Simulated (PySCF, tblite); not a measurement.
# C3H6F2GeO2: geometry, infrared bands and NMR shifts

Wanted: the infrared bands and NMR shifts of C3H6F2GeO2 (`F[CH](F)[GeH]1[O]CC[O]1`), by calculation.

Programs: tblite 0.8.0 and PySCF 2.14.0, with density-fitted response routines of our own. Each step states its level of theory. These are calculated values for one molecule in the gas phase, unless marked as measured. Atoms are numbered from 0 throughout.

## (1) The molecule as given

14 atoms, charge 0, multiplicity 1; geometry from: force field or distance geometry start.

Bonds of the start (Å): F0–C1 1.38, C1–F2 1.38, C1–Ge3 1.94, Ge3–O4 1.76, O4–C5 1.40, C5–C6 1.54, C6–O7 1.41, O7–Ge3 1.78, C1–H8 1.13, Ge3–H9 1.55, C5–H10 1.11, C5–H11 1.11, C6–H12 1.12, C6–H13 1.11.

## (2) Relaxing the molecule with GFN2-xTB

Job settings and geometry (Å):

```
{"job": {"kind": "relax", "xc": "GFN2-xTB", "basis": "xTB"}, "charge": 0, "multiplicity": 1}
F      2.957700     0.024600    -1.268500
C      2.188200    -0.577500    -0.294900
F      1.656600    -1.753700    -0.778400
Ge     0.764700     0.623000     0.261100
O     -0.362900     0.893600    -1.062700
C     -1.467100     0.109300    -0.699000
C     -1.569200     0.004400     0.835500
O     -0.303100    -0.193900     1.425400
H      2.842900    -0.819500     0.587700
H      1.296400     1.950300     0.848700
H     -2.393700     0.561100    -1.105000
H     -1.356600    -0.908700    -1.136200
H     -2.023500     0.934100     1.260800
H     -2.231000    -0.847500     1.103400
```

Run with:

```bash
$ OMP_NUM_THREADS=1 python probes_run.py task.json out
```

This one command runs all jobs of the session in turn.

**Question.** This job is followed by: GFN2-xTB harmonic vibrations, gas phase; GIAO PBE0/pcSseg-1 NMR shielding, non-relativistic, gas phase. What will the session give for the following? strongest single infrared mode (GFN2-xTB); zero-point energy (GFN2-xTB); ¹³C shifts against TMS (PBE0/pcSseg-1, means over atoms taken as alike); ¹H shifts against TMS (PBE0/pcSseg-1, means over atoms taken as alike); ¹⁹F shifts against CFCl3 (PBE0/pcSseg-1, means over atoms taken as alike); ⁷³Ge shifts against GeMe4 (PBE0/pcSseg-1); ¹⁷O shifts against H2O (PBE0/pcSseg-1, means over atoms taken as alike).

As calculated:

| quantity | value |
| --- | --- |
| strongest single infrared mode (GFN2-xTB) | 1853 cm⁻¹, 305 km/mol |
| zero-point energy (GFN2-xTB) | 56.1 kcal/mol |
| ¹³C shifts against TMS (PBE0/pcSseg-1, means over atoms taken as alike) | 127.1, 70.0 ppm |
| ¹H shifts against TMS (PBE0/pcSseg-1, means over atoms taken as alike) | 6.36, 5.94, 4.15, 4.09 ppm |
| ¹⁹F shifts against CFCl3 (PBE0/pcSseg-1, means over atoms taken as alike) | -147.0 ppm |
| ⁷³Ge shifts against GeMe4 (PBE0/pcSseg-1) | 57 ppm |
| ¹⁷O shifts against H2O (PBE0/pcSseg-1, means over atoms taken as alike) | 43.3 ppm |

What this shows: The optimisation took 90 steps and gained 0.415 eV; among the close pairs (by a distance rule), C1–Ge3 changed most, from 1.943 to 2.043 Å. No mode is imaginary among the 36: a minimum at this level. The strongest single mode, at 1853 cm⁻¹, moves mainly H9. Unscaled tight-binding wavenumbers are off by several per cent, some by more. Its intensities can rank the bands wrongly. H8 (hydrogen on an sp3 CH bonded to 2 F and Ge) lies farthest downfield among hydrogen, at 6.36 ppm; its carbon carries F, hence the downfield position. At PBE0/pcSseg-1: The widest tensor belongs to F0, F2: span 245 ppm, with a paramagnetic part of -154 ppm. Spin-orbit coupling is left out, which matters for shieldings and couplings at and beside the heavy atoms.
